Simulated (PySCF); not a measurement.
# HF/aug-cc-pVDZ run of GeSiH5F (SMILES F[SiH2][GeH3])

Aim: the vertical singlet–triplet gap of GeSiH5F at HF/aug-cc-pVDZ, from 2 runs. Input form: a Python script.

The results are computed with PySCF 2.14.0.

### 1 The system as given

GeSiH5F: 8 atoms, total charge 0, spin state singlet. As SMILES, `F[SiH2][GeH3]`. Geometry: relaxed at PBE0-D4/def2-TZVP.

Bond lengths: F1–Si2 1.606 Å, Si2–Ge3 2.380 Å, Si2–H4 1.485 Å, Si2–H5 1.486 Å, Ge3–H6 1.536 Å, Ge3–H7 1.539 Å, Ge3–H8 1.536 Å. Some angles: F1–Si2–Ge3 109.6°, F1–Si2–H4 107.7°, F1–Si2–H5 107.7°, Ge3–Si2–H4 111.2°, Ge3–Si2–H5 111.2°, Si2–Ge3–H6 110.9°, Si2–Ge3–H7 108.9°, Si2–Ge3–H8 110.9°, H4–Si2–H5 109.2°, H6–Ge3–H7 108.5°.

### 2 The energy at HF/aug-cc-pVDZ

The input, job.py:

```python
from pyscf import gto

mol = gto.M(
    atom='''
F   -1.938100   1.112400  -0.414200
Si  -0.486300   0.615800  -0.887500
Ge   0.536200  -0.636700   0.858900
H   -0.666700  -0.210900  -2.108300
H    0.315100   1.819700  -1.226800
H    0.716700   0.223700   2.118800
H    1.922000  -1.110700   0.387600
H   -0.306700  -1.870500   1.215900
''',
    charge=0,
    max_memory=1860,
    verbose=3,
    basis='aug-cc-pvdz',
    spin=0,
)

mf = mol.RHF()
mf.conv_tol = 1e-10
mf.kernel()
if not mf.converged:
    mf = mf.newton().run(mf.mo_coeff, mf.mo_occ)

energy = mf.e_tot
print('E = %.10f Eh' % energy)
```

Command:

```bash
$ OMP_NUM_THREADS=1 python job.py
```

Log:

```text
converged SCF energy = -2466.67700344205
E = -2466.6770034421 Eh
```

It took 4.8 s on 1 thread of Intel Xeon 6975P-C (Granite Rapids), shared host; peak memory 0.4 GiB.

### 3 The triplet at the same level

The input, job.py:

```python
from pyscf import gto

system = gto.Mole()
system.atom = '''
F     -1.938100     1.112400    -0.414200
Si    -0.486300     0.615800    -0.887500
Ge     0.536200    -0.636700     0.858900
H     -0.666700    -0.210900    -2.108300
H      0.315100     1.819700    -1.226800
H      0.716700     0.223700     2.118800
H      1.922000    -1.110700     0.387600
H     -0.306700    -1.870500     1.215900
'''
system.spin = 2
system.basis = 'aug-cc-pvdz'
system.verbose = 4
system.max_memory = 1860
system.build()

myscf = system.UHF()
myscf.conv_tol = 1e-10
myscf.kernel()
if not myscf.converged:
    myscf = myscf.newton().run(myscf.mo_coeff, myscf.mo_occ)

etot = myscf.e_tot
print(f'total energy: {etot:.8f} hartree')
```

Command:

```bash
$ OMP_NUM_THREADS=1 python job.py
```

Log:

```text
PySCF version 2.14.0

[INPUT] num. atoms = 8
[INPUT] num. electrons = 60
[INPUT] charge = 0
[INPUT] spin (= nelec alpha-beta = 2S) = 2
[INPUT] symmetry False subgroup None
[INPUT] Mole.unit = angstrom
[INPUT] Symbol           X                Y                Z      unit          X                Y                Z       unit  Magmom
[INPUT]  1 F     -1.938100000000   1.112400000000  -0.414200000000 AA   -3.662478202020   2.102131340966  -0.782724560795 Bohr   0.0
[INPUT]  2 Si    -0.486300000000   0.615800000000  -0.887500000000 AA   -0.918973814376   1.163693347507  -1.677131935551 Bohr   0.0
[INPUT]  3 Ge     0.536200000000  -0.636700000000   0.858900000000 AA    1.013271147992  -1.203188623511   1.623085768389 Bohr   0.0
[INPUT]  4 H     -0.666700000000  -0.210900000000  -2.108300000000 AA   -1.259880407248  -0.398543239671  -3.984109588421 Bohr   0.0
[INPUT]  5 H      0.315100000000   1.819700000000  -1.226800000000 AA    0.595452701850   3.438734628871  -2.318316009616 Bohr   0.0
[INPUT]  6 H      0.716700000000   0.223700000000   2.118800000000 AA    1.354366713476   0.422731734065   4.003951712728 Bohr   0.0
[INPUT]  7 H      1.922000000000  -1.110700000000   0.387600000000 AA    3.632053611414  -2.098918806554   0.732457845881 Bohr   0.0
[INPUT]  8 H     -0.306700000000  -1.870500000000   1.215900000000 AA   -0.579579002404  -3.534732715999   2.297717994859 Bohr   0.0

nuclear repulsion = 256.906855393444
number of shells = 50
number of NR pGTOs = 226
number of NR cGTOs = 131
basis = aug-cc-pvdz
ecp = {}

******** <class 'pyscf.scf.uhf.UHF'> ********
method = UHF
initial guess = minao
damping factor = 0
level_shift factor = 0
DIIS = <class 'pyscf.scf.diis.CDIIS'>
diis_start_cycle = 1
diis_space = 8
diis_damp = 0
SCF conv_tol = 1e-10
SCF conv_tol_grad = None
SCF max_cycles = 50
direct_scf = True
direct_scf_tol = 1e-13
number electrons alpha = 31  beta = 29
Set gradient conv threshold to 1e-05
init E= -2465.84278234603
[... the frontier-level lines of each cycle are left out ...]


cycle= 1 E= -2466.32570855922  delta_E= -0.483  |g|= 0.398  |ddm|= 4.03


cycle= 2 E= -2466.41485205828  delta_E= -0.0891  |g|= 0.261  |ddm|= 2.61


cycle= 3 E= -2466.44400979429  delta_E= -0.0292  |g|= 0.0535  |ddm|= 0.391
cycle= 4 E= -2466.44940404012  delta_E= -0.00539  |g|= 0.0244  |ddm|= 0.397
cycle= 5 E= -2466.45185974228  delta_E= -0.00246  |g|= 0.0139  |ddm|= 0.258
cycle= 6 E= -2466.45295187655  delta_E= -0.00109  |g|= 0.00639  |ddm|= 0.187
cycle= 7 E= -2466.45321362481  delta_E= -0.000262  |g|= 0.00273  |ddm|= 0.119
cycle= 8 E= -2466.45326232699  delta_E= -4.87e-05  |g|= 0.00155  |ddm|= 0.0487
cycle= 9 E= -2466.45328448806  delta_E= -2.22e-05  |g|= 0.000935  |ddm|= 0.0338
cycle= 10 E= -2466.4532945366  delta_E= -1e-05  |g|= 0.00054  |ddm|= 0.0267
cycle= 11 E= -2466.45329777588  delta_E= -3.24e-06  |g|= 0.000319  |ddm|= 0.0157
cycle= 12 E= -2466.45329891724  delta_E= -1.14e-06  |g|= 0.000148  |ddm|= 0.0108
cycle= 13 E= -2466.45329914122  delta_E= -2.24e-07  |g|= 7.71e-05  |ddm|= 0.0049
cycle= 14 E= -2466.45329919  delta_E= -4.88e-08  |g|= 4.48e-05  |ddm|= 0.00221
cycle= 15 E= -2466.4532992038  delta_E= -1.38e-08  |g|= 2.6e-05  |ddm|= 0.00106
cycle= 16 E= -2466.45329920762  delta_E= -3.82e-09  |g|= 1.41e-05  |ddm|= 0.000456
cycle= 17 E= -2466.45329920871  delta_E= -1.09e-09  |g|= 5.93e-06  |ddm|= 0.00018
cycle= 18 E= -2466.45329920888  delta_E= -1.66e-10  |g|= 2.27e-06  |ddm|= 7.45e-05
cycle= 19 E= -2466.45329920889  delta_E= -1.64e-11  |g|= 1.02e-06  |ddm|= 2.68e-05
Extra cycle  E= -2466.45329920891  delta_E= -1.27e-11  |g|= 7.48e-07  |ddm|= 5.46e-06
converged SCF energy = -2466.45329920891  <S^2> = 2.0098752  2S+1 = 3.0065762
total energy: -2466.45329921 hartree
```

It took 8.1 s on 1 thread of Intel Xeon 6975P-C (Granite Rapids), shared host; peak memory 0.4 GiB.

### 4 What came out

At HF/aug-cc-pVDZ:

| quantity | value |
| --- | --- |
| singlet: total energy | -2466.67700 Eh |
| singlet: dipole moment | 1.40 D |
| singlet: HOMO energy | -11.05 eV |
| singlet: LUMO energy | 1.05 eV |
| singlet: HOMO–LUMO gap | 12.10 eV |
| triplet: total energy | -2466.45330 Eh |
| triplet: dipole moment | 2.67 D |
| triplet: HOMO energy (highest over α and β) | -4.57 eV |
| triplet: LUMO energy (lowest over α and β) | -2.74 eV |
| triplet: ⟨S²⟩ | 2.010 |
| vertical energy of the triplet above the singlet | 6.087 eV |

**Reading.** At this shape the triplet lies 6.09 eV (587 kJ/mol) above the singlet.
